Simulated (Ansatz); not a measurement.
Crystal: BiTe.

```
Bi Te
1.0
     0.00000    3.23500    3.23500
     3.23500    0.00000    3.23500
     3.23500    3.23500    0.00000
Bi Te
1 1
Direct
  0.00000 0.00000 0.00000
  0.50000 0.50000 0.50000
```

Base run:

```yaml
Program: Ansatz 0.2.0
Functional: PBEsol
Potentials_or_basis: all-electron LAPW, scalar-relativistic
Cutoff: 177 eV
Density_cutoff: 707 eV
Basis_error_allowed: 0.001 eV/atom
k_mesh: 7 × 7 × 7
Occupations: fermi-dirac, width 0.05 eV
Spin: no spin polarisation
```

Its results: pressure -1.5 GPa.

Q: The run is repeated on the same cell with these changes: functional from PBEsol to PBE. What comes out?

A: Pressure 0.9 GPa.

PBE binds less tightly than PBEsol, so the same cell stands under more pressure.

Not every run made on this cell is shown here.
